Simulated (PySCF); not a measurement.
# TeSH2: structure of the singlet

The task is one start of a wider search on TeSH2: the singlet, from a trigonal pyramidal start. It is relaxed, tested by its Hessian and followed downhill if it is a saddle.

Program: PySCF 2.14.0. Level of theory: PBE0, basis Te def2-TZVP with ECP28, S def2-TZVP, H def2-TZVP, scalar-relativistic core potentials, no spin–orbit coupling, density fitting. These are calculated values, not measurements.

### Step 1. The system as given

4 atoms, charge 0, spin multiplicity 1.

Bond lengths: Te1–S2 2.220 Å, Te1–H3 1.680 Å, Te1–H4 1.680 Å. Angles: S2–Te1–H3 99.8°, S2–Te1–H4 99.8°, H3–Te1–H4 99.8°.

```xyz
4
charge 0 multiplicity 1
Te    0.1866    0.3233   -0.2130
S    -0.7932   -1.3744    0.8292
H     1.6700    0.3235    0.5757
H    -0.5553    1.6078    0.5757
```

### Step 2. Trigonal pyramidal start, singlet: relaxation

The steps below are one call of a driver around PySCF. For each, scf.py gives the equivalent set-up of the SCF; relaxations use the driver's own optimiser. Before each start the driver seeks the lowest SCF state from one or more starting densities and follows internal instabilities, so scf.py alone need not reach the same state.

The program finds Cs symmetry in the start, which this walk keeps. Threshold on the gradient: 0.0003 Eh/bohr, with a further test on the energy change.

The input, scf.py:

```python
from pyscf import gto, scf, dft
mol = gto.M(atom='''
Te     0.186569     0.323283    -0.213010
S     -0.793186    -1.374416     0.829190
H      1.669952     0.323521     0.575672
H     -0.555345     1.607779     0.575708''',
    basis={'Te': 'def2-TZVP', 'S': 'def2-TZVP', 'H': 'def2-TZVP'},
    ecp={'Te': 'def2-TZVP'},
    charge=0, spin=0)
mf = dft.RKS(mol, xc='PBE0')
mf.grids.atom_grid = (50, 194)
aux = {'Te': 'def2-universal-JKFIT', 'S': 'def2-universal-JKFIT', 'H': 'def2-universal-JKFIT'}
mf = mf.density_fit(auxbasis=aux)
mf.kernel()
```

Further steps of the session: Frequencies.

**Question.** What will these runs give? Wanted: minimum; geometry; wavenumbers; dipole moment; highest occupied, lowest empty level; polar-tensor charge of Te1; zero-point energy; atomisation energy.

As calculated:

| quantity | value |
| --- | --- |
| minimum | singlet, Cs |
| geometry | Te–H 1.692 Å (×2), Te–S 2.244 Å; H–Te–H 86.5°, H–Te–S 104.9° (×2) |
| wavenumbers (cm⁻¹) | 452 (a'), 639 (a''), 673 (a'), 884 (a'), 1962 (a''), 1977 (a') |
| dipole moment | 4.13 D |
| highest occupied, lowest empty level | -6.39, -1.40 eV |
| polar-tensor charge of Te1 | +0.85 e |
| zero-point energy | 39.4 kJ/mol |
| entropy at 298.15 K | 275.6 J/(mol K) |
| atomisation energy (no zero-point energy) | 765 kJ/mol |

In words: The molecule stays Cs, as typed, and the end point is a minimum. The strongest infrared band lies at 1977 cm⁻¹ (a', stretch). Only this shape and spin were tried, so other structures or states may lie lower. Spin–orbit coupling is left out.
